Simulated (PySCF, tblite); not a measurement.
# C₅H₉O₂S radical: geometry, infrared bands and EPR parameters

Wanted: the infrared bands and EPR parameters of C₅H₉O₂S radical (`O=S1(=O)C[CH]CCC1`), by calculation.

Computed with tblite 0.8.0 and PySCF 2.14.0, with density-fitted response routines of our own, on a single molecule in the gas phase. Atoms are numbered from 0 throughout.

## 1. Starting geometry

17 atoms, charge 0, multiplicity 2; geometry from: force field or distance geometry start.

Bonds of the start (Å): O0–S1 1.45, S1–O2 1.47, S1–C3 1.79, C3–C4 1.48, C4–C5 1.49, C5–C6 1.53, C6–C7 1.53, C7–S1 1.79, C3–H8 1.10, C3–H9 1.11, C4–H10 1.09, C5–H11 1.10, C5–H12 1.09, C6–H13 1.10, C6–H14 1.10, C7–H15 1.09, C7–H16 1.10.

## 2. Geometry optimisation with GFN2-xTB

The job: settings as JSON, then the geometry in Å.

```
{"job": {"kind": "relax", "xc": "GFN2-xTB", "basis": "xTB"}, "charge": 0, "multiplicity": 2}
O      1.910400    -0.806200    -1.267400
S      1.309600    -0.971400     0.039500
O      1.987800    -1.795700     1.052300
C     -0.357400    -1.582900    -0.147600
C     -1.237800    -0.546700    -0.742600
C     -1.288400     0.833800    -0.181200
C      0.100000     1.477100    -0.077000
C      1.066800     0.644100     0.763600
H     -0.300700    -2.481800    -0.773500
H     -0.731600    -1.877200     0.853600
H     -2.013700    -0.859500    -1.445200
H     -1.763300     0.794600     0.809800
H     -1.923100     1.462900    -0.805000
H      0.515500     1.622800    -1.081800
H     -0.002900     2.476100     0.381600
H      2.038500     1.122600     0.831100
H      0.683300     0.499400     1.779900
```

Started as:

```console
$ OMP_NUM_THREADS=1 python probes_run.py task.json out
```

The driver reads the jobs from task.json and runs them one after another.

**Question.** This job is followed by: GFN2-xTB harmonic vibrations, gas phase; UKS B3LYP, pcH-1 on C H O S, non-relativistic, mean-field spin-orbit, GIAO. What will the session give for the following? strongest single infrared mode (GFN2-xTB); zero-point energy (GFN2-xTB); g(iso) (B3LYP); ⟨S²⟩; largest a(iso) (averaged by class); potential on the surface of density 0.002 e/bohr³, 1st and 99th percentile.

As calculated:

```
                                                                  quantity                  value
                                 strongest single infrared mode (GFN2-xTB)  1244 cm⁻¹, 391 km/mol
                                              zero-point energy (GFN2-xTB)          83.7 kcal/mol
                                                            g(iso) (B3LYP)                2.00341
                                                                      ⟨S²⟩     0.755 (exact 0.75)
                                        largest a(iso) (averaged by class)   13C on C4, 108.4 MHz
potential on the surface of density 0.002 e/bohr³, 1st and 99th percentile     -1.77 V and 1.39 V
```

What this shows: Relaxing lowered the energy by 0.328 eV in 56 steps; the close pair that moved most is S1–C3, from 1.785 to 1.910 Å. No mode is imaginary among the 45: a minimum at this level. The strongest single mode, at 1244 cm⁻¹, has its largest shares on S1, O0 and O2 (the list is cut at 3 atoms). GFN2-xTB is a fitted tight-binding method: band positions and strengths are rough. Its intensities can rank the bands wrongly. Most of the unpaired spin sits on C4 (0.93 e). The isotropic g lies 1.1 ppt above the free-electron value. The conformer search found further structures of the same energy, which may be mirror or relabelled copies of this one.
